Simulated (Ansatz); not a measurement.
# Ni3Sn4: the cost of one run

Program: Ansatz 0.2.0. Level of theory: DFT PBEsol, scalar-relativistic, plane waves, PAW. These are calculated values, not measurements.

## 1. The starting structure

The cell holds 21 atoms (Ni9Sn12): a = 7.014 Å, b = 7.556 Å, c = 7.363 Å, α = 91.26°, β = 89.85°, γ = 88.74°.

9 Ni, 12 Sn were thrown into a skewed cell at random, at 1.04 times a reference volume of the solid, and pushed apart as soft spheres.

As a file:

```
Ni Sn
1.0
     7.01324    0.08025    0.00965
     0.08025    7.55488   -0.08229
     0.00965   -0.08229    7.36207
Ni Sn
9 12
Direct
  0.11296 0.69039 0.06704
  0.42615 0.02923 0.78649
  0.95870 0.14356 0.44671
  0.24589 0.37746 0.22936
  0.10258 0.08541 0.12241
  0.67480 0.29047 0.62868
  0.06235 0.94206 0.81814
  0.73486 0.94686 0.62707
  0.26139 0.45185 0.57392
  0.01690 0.28521 0.77658
  0.83220 0.85454 0.26434
  0.90813 0.63979 0.72323
  0.73363 0.11612 0.98270
  0.43228 0.91277 0.12454
  0.92060 0.48499 0.37722
  0.42475 0.36093 0.91135
  0.74028 0.54075 0.04692
  0.40707 0.12621 0.44338
  0.51973 0.58475 0.35959
  0.19662 0.81524 0.44735
  0.49432 0.68176 0.72543
```

## 2. Langevin stage at 1990 K

The cutoff is lowered while the worst contacts of the packing are taken out. One k point, a Fermi-Dirac width of 0.172 eV and a fixed cell.

File input.yaml:

```yaml
crystal:
  lattice:
    - [7.01324, 0.080253, 0.009648]
    - [0.080253, 7.554879, -0.082292]
    - [0.009648, -0.082292, 7.362071]
  atoms:
    - { symbol: Ni, position: [0.112961257, 0.6903902541, 0.067036236] }
    - { symbol: Ni, position: [0.4261465007, 0.0292261395, 0.7864890647] }
    - { symbol: Ni, position: [0.9586991041, 0.1435629965, 0.4467131383] }
    - { symbol: Ni, position: [0.2458891496, 0.3774574192, 0.2293587096] }
    - { symbol: Ni, position: [0.102577056, 0.0854083454, 0.1224052857] }
    - { symbol: Ni, position: [0.6747964808, 0.2904738218, 0.6286818141] }
    - { symbol: Ni, position: [0.0623507256, 0.9420569354, 0.8181413541] }
    - { symbol: Ni, position: [0.734855862, 0.946856081, 0.6270692048] }
    - { symbol: Ni, position: [0.2613876144, 0.4518503094, 0.5739183961] }
    - { symbol: Sn, position: [0.0169035167, 0.285212393, 0.7765781118] }
    - { symbol: Sn, position: [0.8322039354, 0.8545387736, 0.264337961] }
    - { symbol: Sn, position: [0.9081269805, 0.639785137, 0.7232304311] }
    - { symbol: Sn, position: [0.733634981, 0.1161247842, 0.9826989327] }
    - { symbol: Sn, position: [0.4322782073, 0.9127695439, 0.1245386111] }
    - { symbol: Sn, position: [0.9206017708, 0.4849885931, 0.3772198784] }
    - { symbol: Sn, position: [0.4247479456, 0.3609287021, 0.9113546232] }
    - { symbol: Sn, position: [0.7402803905, 0.5407496589, 0.0469179891] }
    - { symbol: Sn, position: [0.4070685843, 0.1262140192, 0.4433759821] }
    - { symbol: Sn, position: [0.5197251844, 0.5847542822, 0.3595929529] }
    - { symbol: Sn, position: [0.1966196977, 0.8152402152, 0.4473515263] }
    - { symbol: Sn, position: [0.4943197741, 0.6817620108, 0.7254253089] }
  symmetry: { detect: false }
basis:
  ecutwfc: 320
  xc_grid: 1
kpoints:
  mp_grid: { grid: [1, 1, 1], shift: [0.25, 0.25, 0.25] }
hamiltonian:
  xc: pbesol
scf:
  occupations: { method: fermi_dirac, width: 0.1715 }
  lower_state_search: "off"
  convergence: { dr2_threshold: 1.0e-05 }
output:
  forces: true
  stress: true
md:
  timestep: 3.0
  n_steps: 24
  ensemble: nvt_langevin
  friction: 0.03
  temperature: 1990.0
  initial_velocities: maxwell_boltzmann
  seed: 50989
```

The run is started by

```sh
$ ansatz run input.yaml --threads 2 --pin off --max-ram 5120MiB --backend cpu --events-out ev --progress --plain --runs-dir out
```

**Question.** How long does this run take on 2 threads of Intel Xeon at 2.50GHz (Skylake/Cascade Lake), shared host, and how much memory does it need?

About 2.7 min, with a peak of 0.64 GiB.
